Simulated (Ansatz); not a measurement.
# Cl₂H₄OSSi₂: a ladder of functionals and wavefunction methods

The task here is to estimate one member of a computed series from the others.

Program: Ansatz 0.2.0, Gaussian basis. Level of theory: functionals in def2-TZVPP, the program's frozen cores in correlated methods. These are calculated values, not measurements.

The runs, in order: PBE-D4, r2SCAN-D4, PBE0-D4, B3LYP-D4, ωB97X-V, ωB97M-V, B2PLYP; CCSD(T)/def2-TZVPP; MP2/def2-QZVPP; extrapolation to the limit.

### Structure used throughout

The geometry comes from an earlier relaxation with PBE0-D4 in a triple-zeta def2 set; it is a stationary point, not always the lowest conformer.

SMILES `O[SiH2]S[SiH](Cl)Cl`, 10 atoms, charge 0, spin multiplicity 1.

Atoms are counted from 1 here; the program's logs count them from 0.

Bond lengths: O1–Si2 1.637 Å, O1–H7 0.959 Å, Si2–S3 2.148 Å, Si2–H8 1.477 Å, Si2–H9 1.482 Å, S3–Si4 2.113 Å, Si4–Cl5 2.037 Å, Si4–Cl6 2.046 Å, Si4–H10 1.474 Å. Angles: Si2–O1–H7 118.5°, O1–Si2–S3 112.1°, O1–Si2–H8 105.0°, O1–Si2–H9 113.8°, S3–Si2–H8 111.1°, S3–Si2–H9 103.2°, H8–Si2–H9 111.8°, Si2–S3–Si4 96.9°, S3–Si4–Cl5 108.1°, S3–Si4–Cl6 111.4°, S3–Si4–H10 112.0°, Cl5–Si4–Cl6 108.1°, Cl5–Si4–H10 109.4°, Cl6–Si4–H10 107.8°.

Set-up of the first run:

File in.yaml:

```yaml
crystal:
  periodic: [false, false, false]
  atoms:
    - {symbol: O, position_ang: [0.012496, -1.848666, -0.588178]}
    - {symbol: Si, position_ang: [1.244847, -0.959130, 0.020527]}
    - {symbol: S, position_ang: [1.009788, 1.135777, -0.391864]}
    - {symbol: Si, position_ang: [-0.968926, 1.317030, 0.325902]}
    - {symbol: Cl, position_ang: [-1.270096, 3.256827, 0.870141]}
    - {symbol: Cl, position_ang: [-2.333411, 0.844183, -1.123406]}
    - {symbol: H, position_ang: [-0.264181, -1.688834, -1.492755]}
    - {symbol: H, position_ang: [1.225012, -1.220841, 1.474205]}
    - {symbol: H, position_ang: [2.563782, -1.275315, -0.577972]}
    - {symbol: H, position_ang: [-1.219300, 0.438972, 1.483390]}
basis:
  gaussian: {orbitals: def2-TZVPP}
hamiltonian: {xc: pbe, dispersion: d4}
output: {forces: true, orbitals: {seedname: orbitals}}
```

Started as:

```sh
> ansatz run in.yaml --threads 2 --pin off --events-out ev --progress --plain --max-ram 22528MiB --backend cuda --devices 0, --max-vram 18GiB
```

Steps of the session up to this table: PBE-D4 (GGA); r2SCAN-D4 (meta-GGA); PBE0-D4 (hybrid); B3LYP-D4 (hybrid); ωB97X-V (range-separated); ωB97M-V (range-separated); B2PLYP (double hybrid); CCSD(T) in def2-TZVPP; MP2 in def2-QZVPP.

One table of the session follows, with a row left open; its other results are not shown here.

```
            method  atomisation energy (kcal/mol)
            PBE-D4                          810.6
         r2SCAN-D4                          810.6
           PBE0-D4                          800.5
          B3LYP-D4                          796.3
           ωB97X-V                          812.3
           ωB97M-V                          811.6
            B2PLYP                          788.3
     HF/def2-TZVPP                          585.6
    MP2/def2-TZVPP                          801.8
   CCSD/def2-TZVPP                          765.3
CCSD(T)/def2-TZVPP                              ?
           MP2/CBS                          831.5
       CCSD(T)/CBS                          809.4
```

**Question.** Estimate the row for CCSD(T)/def2-TZVPP.

As computed: atomisation energy (kcal/mol): 779.7. In the column «atomisation energy (kcal/mol)» it lies between CCSD/def2-TZVPP (765.3) and B2PLYP (788.3).
